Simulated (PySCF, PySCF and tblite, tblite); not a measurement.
# F₃HSeSi: conformers and averaged spectra

Aim: find the conformers of F₃HSeSi (`F[Si](F)(F)[SeH]`), weigh them, and average their properties.

Computed with tblite 0.8.0 (tight binding) and PySCF 2.14.0 (DFT, with response routines of our own); each step states its level. Atoms count from 0 throughout.

## (1) The molecule as given

6 atoms, charge 0, multiplicity 1; geometry from: UFF geometry.

Bonds of the start (Å): F0–Si1 1.67, Se4–H5 1.53, Si1–F2 1.70, Si1–F3 1.68, Si1–Se4 2.28.

## (2) GFN2-xTB relaxation, conformer 1

The job: settings as JSON, then the geometry in Å.

```
{"job": {"xc": "GFN2-xTB", "basis": "xTB", "kind": "relax"}, "charge": 0, "multiplicity": 1}
F     -1.631500     1.310500    -0.290200
Si    -0.546500     0.072600    -0.006500
F     -0.709900    -0.481000     1.592300
F     -0.836100    -1.195900    -1.073200
Se     1.581200     0.838800    -0.293700
H      2.145900    -0.543000     0.049700
```

On the command line:

```sh
$ OMP_NUM_THREADS=1 python ens_run.py task.json out
```

The driver reads the study from task.json and runs its stages one after another.

What it wrote:

```text
step      E/eV     max force
  0    -538.36634    2.715
  1    -538.65799    2.058
  2    -538.81022    2.851
  3    -538.93793    0.580
  4    -538.95600    0.435
  5    -538.96901    0.424
  6    -538.97548    0.454
  7    -538.98638    0.276
  8    -538.98885    0.137
  9    -538.98966    0.091
 10    -538.99005    0.082
 11    -538.99073    0.123
 12    -538.99169    0.166
 13    -538.99303    0.175
 14    -538.99411    0.118
 15    -538.99458    0.056
 16    -538.99483    0.048
 17    -538.99509    0.070
 18    -538.99543    0.083
 19    -538.99575    0.064
 20    -538.99590    0.026
 21    -538.99590    0.026
 22    -538.99592    0.014
 23    -538.99592    0.005
 24    -538.99592    0.004
```

Wall time 0.13 s (1 thread of Arm Neoverse V1, shared host).

Gain 0.630 eV; displacement 0.13 Å root mean square.

## (3) Shieldings, conformer 1: PBE0/pcSseg-1

The job: settings as JSON, then the geometry in Å.

```
{"job": {"xc": "PBE0", "basis": "pcSseg-1", "kind": "nmr", "pop": true}, "charge": 0, "multiplicity": 1}
F     -1.536544     1.213543    -0.263361
Si    -0.490659     0.062492     0.001071
F     -0.820355    -0.485050     1.449584
F     -0.922638    -1.131292    -0.944955
Se     1.570029     0.800356    -0.289240
H      2.203288    -0.458058     0.025325
```

What it wrote:

```text
coarse grid: 32120 points
cycle   1  E = -2990.2932503533  dE = -4.135e-01  |g| = 1.065e+00  |ddm| = 2.564e+00
cycle   2  E = -2990.1802697559  dE =  1.130e-01  |g| = 1.308e+00  |ddm| = 1.211e+00
cycle   3  E = -2990.4134089260  dE = -2.331e-01  |g| = 1.571e-01  |ddm| = 7.726e-01
cycle   4  E = -2990.4165666879  dE = -3.158e-03  |g| = 2.756e-02  |ddm| = 8.765e-02
cycle   5  E = -2990.4166407591  dE = -7.407e-05  |g| = 2.734e-03  |ddm| = 1.604e-02
cycle   6  E = -2990.4166426308  dE = -1.872e-06  |g| = 6.934e-04  |ddm| = 3.708e-03
final grid: 65184 points
cycle   7  E = -2990.4165309989  dE = -8.209e-08  |g| = 6.028e-04  |ddm| = 1.370e-03
cycle   8  E = -2990.4165309952  dE =  3.693e-09  |g| = 6.601e-04  |ddm| = 1.249e-03
cycle   9  E = -2990.4165311094  dE = -1.143e-07  |g| = 1.063e-04  |ddm| = 6.440e-04
cycle  10  E = -2990.4165311111  dE = -1.643e-09  |g| = 1.352e-05  |ddm| = 6.640e-05
cycle  11  E = -2990.4165311111  dE = -3.229e-11  |g| = 5.428e-06  |ddm| = 1.768e-05
converged SCF energy = -2990.4165311111

GIAO shielding tensors (ppm)
atom      isotropic    diamagn.    paramagn.     s11        s22        s33       span
  0 F      303.344     467.879    -164.535    255.223    263.112    391.697    136.474
  1 Si     391.355     876.720    -485.365    343.803    381.005    449.256    105.454
  2 F      291.667     468.861    -177.194    241.492    248.987    384.521    143.029
  3 F      291.504     468.855    -177.351    241.161    248.908    384.442    143.281
  4 Se    2218.506    3002.414    -783.909   2016.091   2099.779   2539.647    523.556
  5 H       30.634      30.035       0.600     20.621     24.931     46.350     25.729
```

Wall time 8.7 s (1 thread of Arm Neoverse V1, shared host); peak memory 0.56 GiB.

Key values: HOMO -8.27 eV, LUMO -0.54 eV; dipole 2.33 D.

## (4) The ensemble: properties at PBE0/pcSseg-1

The job: settings as JSON, then the geometry in Å.

```
{"job": {"study": "conf", "smiles": "F[Si](F)(F)[SeH]", "search": {"seed": 5885, "n_embed": 60, "ff_keep": 14, "window": 3.0, "nmax": 10, "temps": [220, 260, 298.15, 340, 380], "t_ref": 298.15, "order": 0.001}, "level": {"nmr": {"xc": "PBE0", "basis": "pcSseg-1"}}, "kind": "conf"}, "charge": 0, "multiplicity": 1}
F     -1.536544     1.213543    -0.263361
Si    -0.490659     0.062492     0.001071
F     -0.820355    -0.485050     1.449584
F     -0.922638    -1.131292    -0.944955
Se     1.570029     0.800356    -0.289240
H      2.203288    -0.458058     0.025325
```

What it wrote:

```text
conformer  sym    E(xTB)   E(DFT)   G(298.15 K)  weight  dipole/D
    1     Cs      0.000    0.000    0.000   1.0000    2.331

mean shielding (ppm) by class
class atoms           220 K      260 K   298.15 K      340 K      380 K
  0 F  0,2,3        295.505    295.505    295.505    295.505    295.505
  1 Si 1            391.355    391.355    391.355    391.355    391.355
  2 Se 4           2218.506   2218.506   2218.506   2218.506   2218.506
  3 H  5             30.634     30.634     30.634     30.634     30.634
```

It took 9.2 s on 1 thread of Arm Neoverse V1, shared host. This counts the runs that the step sums up.

The search (ETKDG, UFF, GFN2-xTB) embedded 60 structures, kept 1 distinct ones after the force field and 1 after xTB; 1 was carried on (window 3.0 kcal/mol at the search's own energies). Energies: PBE0/pcSseg-1 with D3(BJ).

Conformer by conformer (298 K):

```
no.  group  mirror pair  ΔE xTB  ΔE DFT    ΔG  weight (%)  μ (D)     A, B, C (GHz)
  1     Cs           no    0.00    0.00  0.00       100.0   2.33  4.17, 1.42, 1.41
```

Energies in kcal/mol. ΔG holds xTB vibrations and rotation, symmetry numbers and mirror pairs.

Shifts against references run at the same level (1H TMS 31.72, 29Si TMS 349.2, 77Se Me2Se 1758, 19F CFCl3 170.9 ppm of shielding), by class of atoms, at 298 K:

```
     atoms                          environment  average
        H5  hydrogen on a selenium bonded to Si     1.08
F0, F2, F3                fluorine bonded to Si   -124.6
       Si1            silicon bonded to 3 F, Se    -42.2
       Se4             selenium bonded to Si, H     -460
```

## (5) Outcome

| quantity | value |
| --- | --- |
| conformers | 1; the first in weight is no. 1 (Cs), 100 % at 298 K |
| root-mean-square dipole | 2.33 D |
| averaged 1H shifts (PBE0/pcSseg-1) | 1.08 ppm |
| averaged 19F shifts (PBE0/pcSseg-1) | -124.6 ppm |
| averaged 29Si shifts (PBE0/pcSseg-1) | -42.2 ppm |

In words: The search found one conformer in the window, so the averages are its own values. Protons on O, N, S or Se exchange and bind to solvent, so their values hold for the lone molecule only. Spin-orbit coupling is left out, which matters at and beside the heavy atoms.
